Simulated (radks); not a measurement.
# Ionising cobalt step by step, Co to Co⁶⁺

An exercise on one series of results from a longer session: the logs are not shown, and one member is left open.

The numbers are computed with radks (a radial shooting solver on a logarithmic mesh, Libxc functionals) version 1 (scalar-relativistic Kohn-Sham, PBEsol, spin-polarised, spherical densities, finite nucleus; open shells are filled with parallel spins first), except any that are marked as measured or tabulated.

**The atom as given**

- element: cobalt (Z = 27)
- charges: 0 to 6
- first configuration: [Ar] 3d7 4s2
- last configuration: [Ar] 3d3

Outer shells as boxes (Hund's rule):

Co
```
[Ar] core
3d [↑↓][↑↓][↑ ][↑ ][↑ ]
4s [↑↓]
```

Co⁶⁺
```
[Ar] core
3d [↑ ][↑ ][↑ ][  ][  ]
```

Set-up of the first run:

Settings of this run:

```text
Z 27
configuration [Ar] 3d7 4s2
relativity scalar-relativistic
functional pbe_sol,pbe_sol
spin polarised
nucleus finite rms 3.7875 fm
c 137.035999084
```

Steps of the session up to this table: Co, [Ar] 3d7 4s2; Co⁺, [Ar] 3d8; Co²⁺, [Ar] 3d7; Co³⁺, [Ar] 3d6; Co⁴⁺, [Ar] 3d5; Co⁵⁺, [Ar] 3d4; Co⁶⁺, [Ar] 3d3.

One table of the session follows, with a row left open; its other results are not shown here.

| species | Δ-SCF (eV) | −ε(HOMO) (eV) |
| --- | --- | --- |
| Co | 7.682 | 5.194 |
| Co⁺ | 17.950 | 11.226 |
| Co²⁺ | 33.585 | 25.259 |
| Co³⁺ | 51.944 | 42.364 |
| Co⁴⁺ | ? | ? |
| Co⁵⁺ | 103.58 | 91.266 |

Q: Estimate the row for Co⁴⁺ from the others.

**Answer.** Δ-SCF (eV): 79.585; −ε(HOMO) (eV): 68.253. In the column «Δ-SCF (eV)» it lies between Co³⁺ (51.944) and Co⁵⁺ (103.58).

Minus the highest eigenvalue gives 63 to 88 % of the Δ-SCF value along the ladder. Open shells are spherical and high-spin; term and fine-structure splittings are not resolved.
